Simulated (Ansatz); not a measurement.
# BiTe under changes of volume

One of the cells (33.725 Å³/atom); the others are scaled copies at fixed shape and fractional positions:

```
CELL_PARAMETERS angstrom
2.42271 1.39875 3.31729
-2.42271 1.39875 3.31729
0.00000 -2.79750 3.31729
ATOMIC_POSITIONS crystal
Bi 0.50000 0.50000 0.50000
Te 0.00000 0.00000 0.00000
```

The cell comes from a database or a generator and needn't be the stable form of this composition.

* Program: Ansatz 0.2.0
* Functional: PBE
* Potentials or basis: Ansatz PAW earlier set
* Cutoff: 640 eV (not typed: the program's choice for these potentials)
* k mesh: 7 × 7 × 7
* Occupations: fermi-dirac, width 0.05 eV
* Spin: no spin polarisation

```tsv
volume (Å³/atom)	energy over the lowest point (meV/atom)	pressure (GPa)
31.701	23.16	3.7
32.376	?	?
33.050	2.96	1.2
33.725	0.00	0.2
34.399	1.15	-0.7
35.074	5.99	-1.6
35.748	14.12	-2.3
```

Task: What does the run at 32.376 Å³/atom give?

Result: Energy over the lowest point 10.50 meV/atom; pressure 2.4 GPa.

Worked out: A Birch-Murnaghan fit of order 3 (a polynomial in V^(-2/3)) to the other rows has its minimum at 33.86 Å³/atom with B0 = V·E''(V) = 48 GPa and B' = 4.5 at fixed shape and positions, which overstates the stiffness. It gives 10.49 meV/atom at 32.376 Å³/atom, against the run's 10.50, and -dE/dV = 2.4 GPa, against 2.4.

Energies are extrapolated to zero smearing.
